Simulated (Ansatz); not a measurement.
Relaxation of a periodic cell of 17 atoms, Si$_{16}$Ge (host Si, host structure diamond, interstitial Ge), to a largest force component of 0.03 eV/Å in at most 60 steps.

Theory: DFT PBE, scalar-relativistic, plane waves, PAW (Ansatz). Settings: PAW set soft_1, cutoff 420 eV, k mesh 2x2x2, fermi-dirac smearing 0.02 eV, no spin polarisation.

```xyz
17
Lattice="0.0000 5.4300 5.4300 5.4300 0.0000 5.4300 5.4300 5.4300 0.0000" Properties=species:S:1:pos:R:3
Si 0.000 0.000 0.000
Si 1.357 1.357 1.357
Si 2.715 2.715 0.000
Si 4.072 4.072 1.357
Si 2.715 0.000 2.715
Si 4.072 1.357 4.072
Si 5.430 2.715 2.715
Si 6.787 4.072 4.072
Si 0.000 2.715 2.715
Si 1.357 4.072 4.072
Si 2.715 5.430 2.715
Si 4.072 6.787 4.072
Si 2.715 2.715 5.430
Si 4.072 4.072 6.787
Si 5.430 5.430 5.430
Si 6.787 6.787 6.787
Ge 9.516 6.790 6.746
```

Q: Where does it end, and by what steps?

A: The forces met the threshold. After 3 steps the energy has fallen by 0.340 eV; Si1 moved furthest, 0.07 Å.

```csv
step,energy less start (eV),largest force component (eV/Å),accepted
0,0.0000,1.057,yes
1,-0.3058,0.338,yes
2,-0.3395,0.051,yes
3,-0.3401,0.019,yes
```

```xyz
17
Lattice="0.0000 5.4300 5.4300 5.4300 0.0000 5.4300 5.4300 5.4300 0.0000" Properties=species:S:1:pos:R:3
Si 0.043 -0.043 -0.043
Si 1.408 1.358 1.355
Si 2.707 2.724 -0.011
Si 4.073 4.023 1.355
Si 2.707 -0.008 2.721
Si 4.073 1.358 4.021
Si 5.439 2.724 2.721
Si 6.788 4.073 4.070
Si 0.042 2.757 2.755
Si 1.359 4.073 4.069
Si 2.674 5.389 2.754
Si 4.073 6.788 4.119
Si 2.673 2.758 5.387
Si 4.073 4.122 6.785
Si 5.439 5.422 5.419
Si 6.739 6.788 6.785
Ge 9.504 6.788 6.783
```

Whether the end is a true minimum wasn't checked by a vibrational analysis.

The run took 27 s on 1 thread of Arm Neoverse V2 (shared host), peak memory 0.55 GiB.
